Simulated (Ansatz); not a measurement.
**Ge₂H₃ (quartet): wave-function methods side by side, cc-pVDZ**

How much of the correlation energy of Ge₂H₃ (quartet) does each wave-function method recover here?

Program: Ansatz 0.2.0, Gaussian basis. Level of theory: cc-pVDZ, core rule «outside noble gas», up to 28 orbitals frozen. These are calculated values, not measurements.

To be run: UHF; CCSD(T) on ROHF; CCSD(T) on UHF; BCCD(T) on ROHF; CISD; CCSDT(Q) on ROHF; CCSDT(Q) on UHF; CASSCF and MRCISD+Q, 11 electrons in 11 orbitals; CASSCF and NEVPT2, 11 electrons in 11 orbitals.

19 further runs of the same task are left out: 6 that didn't finish, 13 set aside as unsound or not needed.

## 1. The system

The geometry is a PBE0/def2-TZVP stationary point (not a proven minimum) of the parent state, kept for this charge and spin. No spin-orbit coupling is included. The filled d shell of Ge may be among the frozen orbitals whatever the setting's name suggests; the logs give the count.

5 atoms, charge 0, spin multiplicity 4.

Atoms are counted from 1 here; the program's logs count them from 0.

Bond lengths: Ge1–Ge2 2.489 Å, Ge1–H3 1.550 Å, Ge1–H4 1.544 Å, Ge1–H5 1.544 Å. Angles: Ge2–Ge1–H3 104.2°, Ge2–Ge1–H4 115.6°, Ge2–Ge1–H5 115.6°, H3–Ge1–H4 106.7°, H3–Ge1–H5 106.7°, H4–Ge1–H5 107.3°.

## 2. UHF

The input, in.yaml:

```yaml
crystal:
  periodic: [false, false, false]
  atoms:
    - {symbol: Ge, position_ang: [-0.001989, 0.000001, 1.207499]}
    - {symbol: Ge, position_ang: [-0.001381, -0.000001, -1.281547]}
    - {symbol: H, position_ang: [1.500233, -0.000013, 1.588157]}
    - {symbol: H, position_ang: [-0.628647, 1.243483, 1.874144]}
    - {symbol: H, position_ang: [-0.628670, -1.243469, 1.874145]}
basis:
  gaussian: {orbitals: cc-pVDZ}
magnetization: {spin_polarized: true, initial_magnetization: 3}
hamiltonian: {xc: hf}
output: {orbitals: {seedname: orbitals}}
```

On the command line:

```bash
> ansatz run in.yaml --threads 1 --pin off --events-out ev --progress --plain --max-ram 2393MiB
```

The runs that follow: CCSD(T) on ROHF; CCSD(T) on UHF; BCCD(T) on ROHF; CISD; CCSDT(Q) on ROHF; CCSDT(Q) on UHF; CASSCF and MRCISD+Q, 11 electrons in 11 orbitals; CASSCF and NEVPT2, 11 electrons in 11 orbitals.

**Question.** What will the summary of the whole plan be? Wanted: UCCSDT(Q) below the RHF energy; RMP2 from UCCSDT(Q); UMP2 from UCCSDT(Q); RCCSD from UCCSDT(Q); RCCSD(T) from UCCSDT(Q); UCCSD(T) from UCCSDT(Q); RCCSDT(Q) from UCCSDT(Q); NEVPT2 valence from UCCSDT(Q); MRCISD+Q valence from UCCSDT(Q).

**Answer**, as computed:

| quantity | value |
| --- | --- |
| UCCSDT(Q) below the RHF energy | -5.1545 eV |
| RMP2 from UCCSDT(Q) | +27.33 kcal/mol |
| UMP2 from UCCSDT(Q) | +27.12 kcal/mol |
| RCCSD from UCCSDT(Q) | +4.16 kcal/mol |
| RCCSD(T) from UCCSDT(Q) | +1.20 kcal/mol |
| UCCSD(T) from UCCSDT(Q) | +0.82 kcal/mol |
| RCCSDT(Q) from UCCSDT(Q) | +0.39 kcal/mol |
| NEVPT2 valence from UCCSDT(Q) | +22.62 kcal/mol |
| MRCISD+Q valence from UCCSDT(Q) | +1.11 kcal/mol |
| levels within 1 kcal/mol (43 meV) | UCCSD(T), RCCSDT, UCCSDT, RCCSDT(Q) |
| T1 diagnostic | 0.023 |
| effectively unpaired electrons | 3.02 |

**Reading.** RCCSD(T) lands +1.20 kcal/mol from the yardstick (1.0 % of the correlation energy). One determinant dominates. Of the multireference levels listed MRCISD+Q valence comes nearest in total energy (+1.11 kcal/mol), which doesn't show that its space is the better one. These misses are within one basis, not against nature; the frozen cores of restricted and unrestricted runs differ, which can shift their rows.
